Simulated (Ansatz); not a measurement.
**C3H6BN: one species, many methods**

Aim: compute C3H6BN with functionals from several rungs and with coupled cluster, and see how far each lands from CCSD(T) at the basis-set limit for the atomisation energy.

Computed with Ansatz 0.2.0, Gaussian basis. Level: functionals in def2-TZVPP, the program's frozen cores in correlated methods.

Plan: LDA (SPW92), PBE-D4, revPBE-D4, BLYP-D4, r2SCAN-D4, B97M-V, PBE0-D4, B3LYP-D4, r2SCANh-D4, r2SCAN0-D4, HSE06-D4, BHLYP-D4, CAM-B3LYP-D4, LC-ωPBE, ωB97X-V, ωB97M-V, B2PLYP, PBE-QIDH; CCSD(T)/def2-SVP; CCSD(T)/def2-TZVPP; MP2/def2-QZVPP; extrapolation to the limit; RPA on PBE.

### 1 Structure used throughout

The geometry comes from an earlier relaxation with PBE0-D4 in a triple-zeta def2 set; it is a stationary point, not always the lowest conformer.

SMILES `C=C1CBN1`, 11 atoms, charge 0, spin multiplicity 1.

Atoms are counted from 1 here; the program's logs count them from 0.

Bond lengths: C1–C2 1.325 Å, C1–H6 1.082 Å, C1–H7 1.084 Å, C2–C3 1.522 Å, C2–N5 1.406 Å, C3–B4 1.598 Å, C3–H8 1.092 Å, C3–H9 1.092 Å, B4–N5 1.409 Å, B4–H10 1.191 Å, N5–H11 1.007 Å. Angles: C2–C1–H6 120.0°, C2–C1–H7 121.8°, H6–C1–H7 118.2°, C1–C2–C3 135.6°, C1–C2–N5 131.1°, C3–C2–N5 93.3°, C2–C3–B4 82.6°, C2–C3–H8 114.1°, C2–C3–H9 114.1°, B4–C3–H8 117.6°, B4–C3–H9 117.6°, H8–C3–H9 108.8°, C3–B4–N5 90.0°, C3–B4–H10 139.8°, N5–B4–H10 130.2°, C2–N5–B4 94.0°, C2–N5–H11 126.9°, B4–N5–H11 139.0°.

### 2 LDA

This LDA is Slater exchange with PW92 correlation.

in.yaml reads:

```yaml
crystal:
  periodic: [false, false, false]
  atoms:
    - {symbol: C, position_ang: [-1.362168, 1.133127, 0.170901]}
    - {symbol: C, position_ang: [-0.345935, 0.299956, 0.000537]}
    - {symbol: C, position_ang: [0.452135, -0.638674, 0.893873]}
    - {symbol: B, position_ang: [1.232314, -0.937322, -0.468030]}
    - {symbol: N, position_ang: [0.398131, -0.026902, -1.146945]}
    - {symbol: H, position_ang: [-1.808884, 1.249353, 1.148955]}
    - {symbol: H, position_ang: [-1.769164, 1.712843, -0.649299]}
    - {symbol: H, position_ang: [-0.135993, -1.449630, 1.328021]}
    - {symbol: H, position_ang: [1.001937, -0.135803, 1.691910]}
    - {symbol: H, position_ang: [2.132081, -1.604405, -0.873227]}
    - {symbol: H, position_ang: [0.270844, 0.340557, -2.076094]}
basis:
  gaussian: {orbitals: def2-TZVPP}
hamiltonian: {xc: lda}
output: {orbitals: {seedname: orbitals}}
```

On the command line:

```bash
ansatz run in.yaml --threads 2 --pin off --events-out ev --progress --plain --max-ram 4352MiB
```

The runs that follow: PBE-D4 (GGA); revPBE-D4 (GGA); BLYP-D4 (GGA); r2SCAN-D4 (meta-GGA); B97M-V (meta-GGA); B3LYP-D4 (hybrid); r2SCANh-D4 (hybrid); r2SCAN0-D4 (hybrid); HSE06-D4 (hybrid); BHLYP-D4 (hybrid); CAM-B3LYP-D4 (range-separated); LC-ωPBE (range-separated); ωB97X-V (range-separated); ωB97M-V (range-separated); B2PLYP (double hybrid); PBE-QIDH (double hybrid); CCSD(T) in def2-SVP; CCSD(T) in def2-TZVPP; MP2 in def2-QZVPP; RPA on PBE orbitals.

**Question.** What will the summary of the whole plan be? Wanted: atomisation energy, CCSD(T)/CBS; farthest beyond LDA; mean size of error, GGA; mean size of error, meta-GGA; mean size of error, hybrid; mean size of error, range-separated; mean size of error, double hybrid; gap, smallest and largest; T1 diagnostic.

As calculated:

```
                               quantity                                      value
        atomisation energy, CCSD(T)/CBS                              4569.6 kJ/mol
 functionals within 22.8 kJ/mol (0.5 %)             r2SCANh-D4, r2SCAN0-D4, B2PLYP
                    farthest beyond LDA                     PBE-D4 (+170.4 kJ/mol)
                mean size of error, GGA                                86.7 kJ/mol
           mean size of error, meta-GGA                                40.9 kJ/mol
             mean size of error, hybrid                                57.6 kJ/mol
    mean size of error, range-separated                                44.1 kJ/mol
      mean size of error, double hybrid                                17.0 kJ/mol
              gap, smallest and largest  4.42 eV (LDA (SPW92)), 11.30 eV (LC-ωPBE)
                          T1 diagnostic                                     0.0135
triples share of the correlation energy                                      4.4 %
```

LDA overbinds by 721.6 kJ/mol (16 %). PBE-D4 misses by +170.4 kJ/mol. Double hybrids carry the basis error of their MP2 part in triple zeta, and no dispersion term here, so their miss is partly the set-up's. Taken by rung, double hybrid functionals do best (17.0 kJ/mol on average) and GGA ones worst beyond LDA (86.7 kJ/mol). Misses under about 22.8 kJ/mol are within the doubt on the reference itself, which lacks core-valence correlation, relativity and higher excitations. Hartree-Fock recovers 74 % of the binding; the rest is correlation. CCSD(T) in def2-SVP is off by -182.7 kJ/mol, which most functionals beat. Orbital gaps span 4.4 to 11.3 eV; exact exchange widens them.
